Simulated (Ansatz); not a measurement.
# GaGe3 (P6_3/mmc) in Ansatz: equation of state, part 2 of 2

Ansatz 0.2.0. Earlier steps stand in the parts before.

### 6 Single point, PBE, 19.91 Å³/atom (volume scaled by 1.02)

The input, input.yaml:

```yaml
crystal:
  lattice:
    - [6.0246730599, 0.0, 0.0]
    - [-3.01233653, 5.2175199193, 0.0]
    - [0.0, 0.0, 5.0682970247]
  atoms:
    - { symbol: Ge, position: [0.163561505, 0.32712301, 0.25] }
    - { symbol: Ge, position: [0.163561505, 0.836438495, 0.25] }
    - { symbol: Ge, position: [0.67287699, 0.836438495, 0.25] }
    - { symbol: Ge, position: [0.836438495, 0.67287699, 0.75] }
    - { symbol: Ge, position: [0.836438495, 0.163561505, 0.75] }
    - { symbol: Ge, position: [0.32712301, 0.163561505, 0.75] }
    - { symbol: Ga, position: [0.3333333333, 0.6666666667, 0.75] }
    - { symbol: Ga, position: [0.6666666667, 0.3333333333, 0.25] }
hamiltonian:
  xc: pbe
  pseudopotentials: { kind: paw }
kpoints:
  mp_grid: { grid: [5, 5, 5] }
scf:
  occupations: { method: fermi_dirac, width: 0.05 }
output:
  forces: true
  stress: true
  eigenvalues: true
  write_density: true
  write_potential: true
  elf: true
  volumetric_format: npy
```

Potentials or basis: Ansatz PAW.

Started as:

```sh
$ ansatz run input.yaml --threads 4 --pin off --max-ram 10240MiB --backend cpu --events-out ev --progress --plain --runs-dir out
```

The log of the run:

```text
Warning: RAYON_NUM_THREADS=4 ignored (pool sized by the plan → 4); use --threads N
Engine: ansatz 0.2.0, aarch64-unknown-linux-gnu
Pseudopotentials: kind: paw
Pseudopotential: Ge, paw, valence charge 14, recommended cutoff 420 eV (normal), Ge.paw.azcp
Pseudopotential: Ga, paw, valence charge 13, recommended cutoff 420 eV (normal), Ga.paw.azcp
Functional definition: PBE
  parameter kappa = 0.804
  parameter beta = 0.06672455060314922
  exchange = pbe_x(kappa = kappa, mu = beta*pi^2/3)
  correlation = pbe_c(beta = beta)
Crystal: 8 atoms, lattice volume = 159.316 Å³
Basis set: ecut = 420 eV, 3107 PW (Γ), exchange–correlation on 90×90×72 points (8 copies of the dense FFT grid, shifted against one another)
Bands: 66, of which v1, the nominal top of the filled ones, is band 55 counted from 1 (54 counted from 0)
Symmetry: 24 space group operations
Space group: P63/mmc (ITA 194), of the structure as read, at distance tolerance 5.4e-5 Å
k-points: 15 of 125
Non-local potential: Ge, projectors of the file, l = 0: 2, l = 1: 2, l = 2: 3, l = 3: 1
Non-local potential: Ga, projectors of the file, l = 0: 2, l = 1: 2, l = 2: 3, l = 3: 1
PAW form: soft (Blöchl's): semilocal exchange-correlation on the pseudo side does not see the compensation charge
PAW one-centre angular grid: Ge, 590 points (default); XC on 64 Gauss nodes
PAW one-centre angular grid: Ga, 590 points (default); XC on 64 Gauss nodes
Initial density: superposition of atomic densities (neutral atoms: chi_scale 0, normalization atom), corrected by the library's trained network
Initial wavefunctions: pseudopotential atomic-orbital guess
Functional: x = pbe(κ = 0.804, μ = 0.2195149727645171), c = pbe(β = 0.06672455060314922)
SCF iter   1: F=—  HF=-33333.784952 eV  |F-HF|=—  |Δ(HF+E_count)|=         —  Δρ=1.79e-3  dr2=3.97e-3  ethr=1.77e-3  ⟨swp⟩=5.9  Hψ=3393  notcnv=0
preconditioner: auto → Kerker (q_TF=auto, 2.565 Å⁻¹)  [metal: Δε(μ)=0.031 eV  Ē_g=20.201 eV  σ=0.050 eV  W_gap=0.16  n_scr=46 (ndim 8)  ℏωp=30.9 eV  f_vac=0.000  D(μ)=5.39/eV (n_scr^D=44)]
SCF iter   2: F=—  HF=-33333.782467 eV  |F-HF|=—  |Δ(HF+E_count)|=   2.49e-3  Δρ=9.71e-4  dr2=1.93e-3  ethr=3.61e-6  ⟨swp⟩=3.0  Hψ=2076  notcnv=0  defer=20
SCF iter   3: F=—  HF=-33333.782597 eV  |F-HF|=—  |Δ(HF+E_count)|=   1.30e-4  Δρ=6.19e-4  dr2=5.55e-4  ethr=1.75e-6  ⟨swp⟩=2.0  Hψ=1771  notcnv=0  defer=20
SCF iter   4: F=—  HF=-33333.782359 eV  |F-HF|=—  |Δ(HF+E_count)|=   2.39e-4  Δρ=1.94e-4  dr2=6.26e-5  ethr=5.04e-7  ⟨swp⟩=2.0  Hψ=1320  notcnv=0  defer=20
SCF iter   5: F=—  HF=-33333.782408 eV  |F-HF|=—  |Δ(HF+E_count)|=   4.91e-5  Δρ=6.64e-5  dr2=7.44e-6  ethr=5.69e-8  ⟨swp⟩=2.0  Hψ=1778  notcnv=0  defer=20
SCF iter   6: F=—  HF=-33333.782404 eV  |F-HF|=—  |Δ(HF+E_count)|=   3.69e-6  Δρ=3.48e-5  dr2=1.60e-6  ethr=6.76e-9  ⟨swp⟩=2.0  Hψ=1776  notcnv=0  defer=20
SCF iter   7: F=—  HF=-33333.782404 eV  |F-HF|=—  |Δ(HF+E_count)|=   4.89e-7  Δρ=7.30e-6  dr2=1.17e-7  ethr=1.45e-9  ⟨swp⟩=2.0  Hψ=1328  notcnv=0  defer=20
SCF iter   8: F=-33333.782404 eV  HF=-33333.782404 eV  |F-HF|=1.24e-9  |Δ(HF+E_count)|=   1.28e-8  Δρ=1.70e-6  dr2=3.66e-9  ethr=9.09e-11  ⟨swp⟩=11.5  Hψ=6257  notcnv=0
SCF 1 converged in 8 iterations: F = -33333.782404 eV  dr2 = 3.66e-9
SCF converged after 8 iterations
Free energy (F): -33333.782404 eV
Harris-Foulkes:  -33333.782404 eV  (|F-HF|=1.24e-9)
Internal energy: -33333.740298 eV  (E = F + TS)
E sigma→0 (E₀):  -33333.761351 eV
Entropy (-TS):   -0.042107 eV (-5.263 meV/atom)
Fermi energy:    9.979418 eV
--- Per-component energies (eV) ---
  E_band       = -828.731458
  E_kinetic    = 884.906804
  E_local      = -16688.315636  (includes V_loc(G=0)·N_el)
  E_nonlocal   = 3332.875069
  E_hartree    = 7393.403838
  E_xc         = -589.822364
  E_vxc        = -499.791755  (∫ρ·V_xc dr)
  E_paw        = -16066.519020  (= ΣΔE_a)
  E_vpaw       = -2645.217676  (= ΣTr[D̂ρ^β])
  E_aug_tail   = 0.001581  (compensation charges beyond the density's cutoff)
  E_ewald      = -11600.270569
  E_smearing   = -0.042107  (= −TS)
  E_closure    = -0.000000  (closes the sum)
  Σ components = -33333.782404   (vs F -33333.782404, Δ=0.00e0)
--- Forces (eV/Å), atoms counted from 1 ---
  atom   1  Ge    -0.00000000     0.14480420    -0.00000000
  atom   2  Ge     0.12540411    -0.07240210    -0.00000000
  atom   3  Ge    -0.12540411    -0.07240210     0.00000000
  atom   4  Ge     0.00000000    -0.14480420     0.00000000
  atom   5  Ge    -0.12540411     0.07240210     0.00000000
  atom   6  Ge     0.12540411     0.07240210     0.00000000
  atom   7  Ga    -0.00000000    -0.00000000     0.00000000
  atom   8  Ga     0.00000000     0.00000000    -0.00000000
  max |Σ_I F_I| component: 1.85e-17 eV/Å
--- Stress (GPa, compression-positive) ---
       -1.961510       0.000000       0.000000
       -0.000000      -1.961510       0.000000
        0.000000       0.000000      -1.719828
  P = ⅓ Tr σ = -1.8809 GPa (-18.809 kbar)
--- Band table (eV; the first three rows and the last of 15) ---
  k-point 0: bands = ["-14.7720", "-14.7612", "-14.7612", "-14.7544", "-14.7448", "-14.7380", "-14.7380", "-14.7313", "-14.7298", "-14.7298", "-14.7266", "-14.7198", "-14.7198", "-14.7134", "-14.7046", "-14.6996", "-14.6996", "-14.6945", "-14.6945", "-14.6842", "-14.6842", "-14.6822", "-14.6822", "-14.6762", "-14.6762", "-14.6587", "-14.6562", "-14.6562", "-14.6511", "-14.6458", "-4.7741", "-4.7575", "-4.7575", "-4.7503", "-4.7503", "-4.7496", "-4.7496", "-4.7495", "-4.7399", "-4.7399", "-2.3689", "2.0167", "2.0167", "2.0653", "3.5653", "3.5653", "4.1140", "4.2688", "4.9870", "7.3539", "7.3539", "8.5426", "8.7431", "8.7431", "8.8997", "9.2044", "9.2044", "10.5257", "11.6786", "11.6786", "12.0169", "12.8795", "13.6070", "13.6070", "16.5825", "16.7517"]
  k-point 1: bands = ["-14.7694", "-14.7599", "-14.7599", "-14.7553", "-14.7470", "-14.7430", "-14.7430", "-14.7306", "-14.7306", "-14.7246", "-14.7245", "-14.7221", "-14.7221", "-14.7200", "-14.6994", "-14.6969", "-14.6969", "-14.6934", "-14.6934", "-14.6847", "-14.6847", "-14.6814", "-14.6814", "-14.6762", "-14.6762", "-14.6664", "-14.6535", "-14.6535", "-14.6499", "-14.6462", "-4.7695", "-4.7612", "-4.7612", "-4.7538", "-4.7538", "-4.7494", "-4.7458", "-4.7458", "-4.7384", "-4.7384", "-2.1410", "1.0891", "2.2208", "2.2208", "3.6554", "3.6554", "4.2050", "4.3451", "6.2724", "6.2724", "6.6900", "7.4993", "7.5976", "7.7391", "7.7391", "10.8003", "10.8003", "12.2983", "12.9397", "12.9397", "13.1053", "13.3576", "13.8906", "13.8906", "15.9518", "16.4135"]
  k-point 2: bands = ["-14.7628", "-14.7564", "-14.7564", "-14.7558", "-14.7509", "-14.7509", "-14.7494", "-14.7396", "-14.7299", "-14.7299", "-14.7267", "-14.7267", "-14.7080", "-14.7069", "-14.6997", "-14.6951", "-14.6951", "-14.6933", "-14.6933", "-14.6861", "-14.6861", "-14.6855", "-14.6855", "-14.6848", "-14.6632", "-14.6632", "-14.6542", "-14.6542", "-14.6485", "-14.6472", "-4.7634", "-4.7634", "-4.7604", "-4.7604", "-4.7597", "-4.7518", "-4.7406", "-4.7406", "-4.7380", "-4.7380", "-1.4600", "-0.3463", "2.7973", "2.7973", "3.5049", "3.5049", "4.8170", "5.0289", "5.6471", "5.6471", "5.9491", "6.1516", "6.3842", "6.3842", "9.5686", "12.8342", "13.2155", "13.2155", "13.7646", "14.2479", "14.2479", "14.7861", "14.8123", "14.8123", "14.9333", "15.4338"]
  k-point 14: bands = ["-14.7510", "-14.7476", "-14.7423", "-14.7381", "-14.7359", "-14.7351", "-14.7331", "-14.7310", "-14.7258", "-14.7235", "-14.7138", "-14.7121", "-14.7105", "-14.7067", "-14.7043", "-14.7012", "-14.7004", "-14.6979", "-14.6946", "-14.6919", "-14.6917", "-14.6895", "-14.6889", "-14.6862", "-14.6812", "-14.6809", "-14.6758", "-14.6714", "-14.6640", "-14.6578", "-4.7587", "-4.7555", "-4.7544", "-4.7540", "-4.7522", "-4.7515", "-4.7484", "-4.7470", "-4.7464", "-4.7458", "-0.2791", "0.2750", "0.8762", "0.9775", "1.7663", "2.4097", "4.4196", "5.1195", "7.0750", "7.6086", "8.3041", "9.1194", "9.5736", "10.2001", "10.2872", "10.9603", "11.4107", "11.4878", "11.6943", "12.1855", "12.2003", "12.3102", "13.0862", "13.4981", "13.8132", "14.5478"]
```

Run time: 2.7 s. Hardware: 4 threads of Arm Neoverse V2, shared host; peak memory 0.63 GiB.

What came out:

* Free energy: -33333.7824 eV
* Pressure: -1.9 GPa
* Largest force: 0.145 eV/Å
* Band gap on the k mesh: none (metal or under the smearing width)

### 7 Single point, PBE, 20.30 Å³/atom (volume scaled by 1.04)

input.yaml, as its differences from that of step 6:

```diff
@@ -2,5 +2,5 @@
   lattice:
-    - [6.0246730599, 0.0, 0.0]
-    - [-3.01233653, 5.2175199193, 0.0]
-    - [0.0, 0.0, 5.0682970247]
+    - [6.0637954098, 0.0, 0.0]
+    - [-3.0318977049, 5.2514008682, 0.0]
+    - [0.0, 0.0, 5.1012089666]
   atoms:
```

Started as:

```sh
$ ansatz run input.yaml --threads 4 --pin off --max-ram 10240MiB --backend cpu --events-out ev --progress --plain --runs-dir out
```

It took 2.7 s on 4 threads of Arm Neoverse V2, shared host; peak memory 0.63 GiB.

Results (log left out):

* Free energy: -33333.7360 eV
* Pressure: -2.9 GPa
* Largest force: 0.113 eV/Å
* Band gap on the k mesh: none (metal or under the smearing width)

### 8 Single point, PBE, 20.70 Å³/atom (volume scaled by 1.06)

input.yaml, as its differences from that of step 7:

```diff
@@ -2,5 +2,5 @@
   lattice:
-    - [6.0637954098, 0.0, 0.0]
-    - [-3.0318977049, 5.2514008682, 0.0]
-    - [0.0, 0.0, 5.1012089666]
+    - [6.1024193518, 0.0, 0.0]
+    - [-3.0512096759, 5.2848501832, 0.0]
+    - [0.0, 0.0, 5.1337016195]
   atoms:
@@ -25,5 +25 @@
   eigenvalues: true
-  write_density: true
-  write_potential: true
-  elf: true
-  volumetric_format: npy
```

Started as:

```sh
$ ansatz run input.yaml --threads 4 --pin off --max-ram 10240MiB --backend cpu --events-out ev --progress --plain --runs-dir out
```

It took 2.1 s on 4 threads of Arm Neoverse V2, shared host; peak memory 0.63 GiB.

It converged, with:

```yaml
Free_energy: -33333.6718 eV
Pressure: -3.7 GPa
Largest_force: 0.082 eV/Å
Band_gap_on_the_k_mesh: none (metal or under the smearing width)
```

### 9 Equation of state, PBE

Potentials or basis: Ansatz PAW.

No new run: the results of the series are fitted here.

Results:

| Property | Result |
| --- | --- |
| Equilibrium volume | 19.27 Å³/atom |
| Bulk modulus at fixed shape and positions | 61 GPa |
| Pressure derivative of the bulk modulus | 4.6 |

Energy against volume, from the lowest point:
```
volume (Å³/atom)  energy (meV/atom)
          18.353               8.93
          18.743               2.69
          19.134               0.00
          19.524               0.46
          19.915               3.74
          20.305               9.54
          20.695              17.56
```

Caveat: the cell was scaled at fixed shape and fractional positions, which overstates the stiffness of a crystal with free parameters, most of all of layers and chains.
